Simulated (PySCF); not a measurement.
Molecule: OScF2H, in a box.

```
O Sc F H
1.0
    12.00000    0.00000    0.00000
     0.00000   14.00000    0.00000
     0.00000    0.00000   11.00000
O Sc F H
1 1 2 1
Direct
  0.43201 0.58354 0.44746
  0.47813 0.46068 0.48433
  0.59380 0.44002 0.59195
  0.40940 0.35625 0.41423
  0.40836 0.64675 0.42856
```

Base run:

| Property | Result |
| --- | --- |
| Program | PySCF 2.14.0 |
| Functional | RPBE |
| Dispersion | D4 |
| Potentials or basis | def2-svp (all-electron) |
| k mesh | 1 × 1 × 1 |
| Occupations | fixed |
| Spin | no spin polarisation |

Its results: gap between the frontier levels 4.27 eV.

After a change of settings the same cell gave: gap between the frontier levels 4.74 eV. Which change was it?
A. functional from RPBE to MN15-L; dispersion from D4 to D3
B. functional from RPBE to revTPSS
C. functional from RPBE to M06-2X; dispersion from D4 to D3

B.

revTPSS gives the wider gap, since meta-GGAs in the generalised Kohn-Sham scheme recover part of the derivative discontinuity.

Caveats: this is a molecule in a periodic box at the Γ point, so its band gap is the HOMO-LUMO gap; the basis of atomic orbitals isn't converged, which shifts pressures, moduli and gaps.

Runs at the PBE level aren't shown here.
